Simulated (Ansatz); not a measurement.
**CH2ClSi2 (charge -1): two geometries relaxed**

Program: Ansatz 0.2.0. Level of theory: RKS BHLYP/def2-SVP. These are calculated values, not measurements.

## 1. The structure to begin with

Bond lengths: Si1–C2 1.723 Å, C2–Si3 1.761 Å, Si3–Cl4 2.367 Å, Si3–H5 1.494 Å, Si3–H6 1.494 Å. Angles: Si1–C2–Si3 159.5°, C2–Si3–Cl4 112.5°, C2–Si3–H5 122.3°, C2–Si3–H6 122.3°, Cl4–Si3–H5 94.1°, Cl4–Si3–H6 94.1°, H5–Si3–H6 104.5°.

Coordinates:

```xyz
6

Si    0.4132   -2.8343    0.7069
C     0.6005   -1.1462    0.4171
Si    0.1929    0.5033   -0.0466
Cl   -2.0542    0.7146   -0.7587
H     0.7542    1.1516   -1.2704
H     0.0934    1.6110    0.9517
```

## 2. Relaxing end A

input.yaml reads:

```yaml
crystal:
  periodic: [false, false, false]
  atoms:
    - { symbol: Si, position_ang: [0.41321, -2.83428, 0.70686] }
    - { symbol: C, position_ang: [0.60048, -1.14624, 0.41713] }
    - { symbol: Si, position_ang: [0.19288, 0.50333, -0.0466] }
    - { symbol: Cl, position_ang: [-2.05417, 0.71464, -0.75871] }
    - { symbol: H, position_ang: [0.75424, 1.1516, -1.27043] }
    - { symbol: H, position_ang: [0.09336, 1.61095, 0.95175] }
total_charge: -1
basis:
  gaussian: { orbitals: def2-SVP }
hamiltonian:
  xc: { name: BHLYP }
relax:
  f_tol: 0.015
  max_steps: 40
```

Started as:

```sh
$ ansatz run input.yaml --threads 1 --pin off --max-ram 2048MiB --backend cpu --events-out ev --progress --plain --runs-dir out
```

**Question.** How long does this run take on 1 thread of AMD EPYC 7R43 (Zen 3), shared host, and how much memory does it need?

About 37 s, with a peak of 0.17 GiB.
